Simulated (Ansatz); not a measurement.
# Ge2H10Si2: the cost of one run

Computed with Ansatz 0.2.0, Gaussian basis. Level: the settings change from run to run.

### 1 The geometry

The geometry comes from an earlier relaxation with PBE0-D4 in a triple-zeta def2 set; it is a stationary point, not always the lowest conformer.

SMILES `[GeH3][SiH2][SiH2][GeH3]`, 14 atoms, charge 0, spin multiplicity 1.

Atoms are counted from 1 here; the program's logs count them from 0.

Bond lengths: Ge1–Si2 2.380 Å, Ge1–H5 1.538 Å, Ge1–H6 1.538 Å, Ge1–H7 1.538 Å, Si2–Si3 2.335 Å, Si2–H8 1.490 Å, Si2–H9 1.490 Å, Si3–Ge4 2.380 Å, Si3–H10 1.490 Å, Si3–H11 1.490 Å, Ge4–H12 1.538 Å, Ge4–H13 1.538 Å, Ge4–H14 1.538 Å. Angles: Si2–Ge1–H5 110.1°, Si2–Ge1–H6 111.2°, Si2–Ge1–H7 110.3°, H5–Ge1–H6 108.5°, H5–Ge1–H7 108.2°, H6–Ge1–H7 108.5°, Ge1–Si2–Si3 109.7°, Ge1–Si2–H8 109.0°, Ge1–Si2–H9 109.6°, Si3–Si2–H8 109.3°, Si3–Si2–H9 110.9°, H8–Si2–H9 108.3°, Si2–Si3–Ge4 109.7°, Si2–Si3–H10 110.9°, Si2–Si3–H11 109.3°, Ge4–Si3–H10 109.6°, Ge4–Si3–H11 109.0°, H10–Si3–H11 108.3° and more.

Coordinates:

```
Ge   -1.7554    0.7055    1.4466
Si   -0.1985   -1.0803    1.2159
Si    1.5828   -0.4032   -0.1342
Ge    0.7547    0.3673   -2.2286
H    -2.3522    1.0654    0.0755
H    -2.9054    0.3229    2.3934
H    -1.0554    1.9542    2.0092
H    -0.8837   -2.2407    0.5813
H     0.2831   -1.5007    2.5614
H     2.5381   -1.5245   -0.3562
H     2.3143    0.7081    0.5356
H    -0.0968   -0.7238   -2.8995
H    -0.1300    1.6084   -2.0217
H     1.9046    0.7414   -3.1788
```

### 2 RPA/ANO-RCC-VTZP

This run has correlated electrons set to all, high accuracy.

in.yaml reads:

```yaml
crystal:
  periodic: [false, false, false]
  atoms:
    - {symbol: Ge, position_ang: [-1.755415, 0.705480, 1.446587]}
    - {symbol: Si, position_ang: [-0.198511, -1.080256, 1.215943]}
    - {symbol: Si, position_ang: [1.582770, -0.403244, -0.134186]}
    - {symbol: Ge, position_ang: [0.754672, 0.367341, -2.228602]}
    - {symbol: H, position_ang: [-2.352214, 1.065411, 0.075494]}
    - {symbol: H, position_ang: [-2.905397, 0.322939, 2.393426]}
    - {symbol: H, position_ang: [-1.055416, 1.954175, 2.009184]}
    - {symbol: H, position_ang: [-0.883704, -2.240679, 0.581322]}
    - {symbol: H, position_ang: [0.283052, -1.500741, 2.561408]}
    - {symbol: H, position_ang: [2.538052, -1.524462, -0.356193]}
    - {symbol: H, position_ang: [2.314287, 0.708061, 0.535641]}
    - {symbol: H, position_ang: [-0.096831, -0.723821, -2.899488]}
    - {symbol: H, position_ang: [-0.129996, 1.608366, -2.021722]}
    - {symbol: H, position_ang: [1.904642, 0.741441, -3.178824]}
basis:
  gaussian: {orbitals: ANO-RCC-VTZP}
hamiltonian: {xc: {name: HF}}
correlation: {method: rpa, electrons: all}
accuracy: high
```

Command:

```console
> ansatz run in.yaml --threads 4 --pin off --events-out ev --progress --plain --max-ram 11315MiB
```

**Question.** How long does this run take on 4 threads of Arm Neoverse V2, shared host, and how much memory does it need?

About 3.8 min, with a peak of 4.8 GiB.
